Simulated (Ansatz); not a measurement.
The system is RuW.

```
W Ru
1.0
     2.76681    0.00000    0.00000
    -1.38340    2.39613    0.00000
     0.00000    0.00000    4.46224
W Ru
1 1
Cartesian
  1.3834 0.7987 0.0000
  0.0000 0.0000 2.2311
```

The cell comes from a database or a generator and needn't be the stable form of this composition.

| Item | Value |
| --- | --- |
| Program | Ansatz 0.2.0 |
| Task | relaxation of cell and atoms |
| Functional | PBE |
| Potentials or basis | Ansatz PAW |
| Cutoff | 420 eV (not typed: the program's choice for these potentials) |
| k mesh | 11 × 11 × 6 |
| Occupations | fermi-dirac, width 0.05 eV |
| Spin | no spin polarisation |

At the start: volume 14.79 Å³/atom.

Where does the relaxation end?

It ends after 4 steps and the volume is 14.99 Å³/atom (+1.3 %); space group P-6m2 (No. 187, to 0.05 Å).

Step by step:
| step | energy change (eV) | largest force (eV/Å) | volume (Å³) |
| --- | --- | --- | --- |
| 1 | 0.0000 | 0.0000 | 29.58 |
| 2 | -0.0073 | 0.0000 | 30.00 |
| 3 | -0.0073 | 0.0000 | 29.98 |
| 4 | -0.0075 | 0.0000 | 29.98 |

Final structure:
```cif
data_structure
_symmetry_space_group_name_H-M 'P 1'
_symmetry_Int_Tables_number 1
_cell_length_a 2.7887
_cell_length_b 2.7887
_cell_length_c 4.4509
_cell_angle_alpha 90.000
_cell_angle_beta 90.000
_cell_angle_gamma 120.000
_cell_volume 29.98
loop_
_atom_site_label
_atom_site_type_symbol
_atom_site_fract_x
_atom_site_fract_y
_atom_site_fract_z
_atom_site_occupancy
W1 W 0.66667 0.33333 0.00000 1
Ru1 Ru 0.00000 0.00000 0.50000 1
```

Caveat: the plane-wave basis is chosen anew once the cell has moved, so the energies of steps on either side of that aren't comparable.
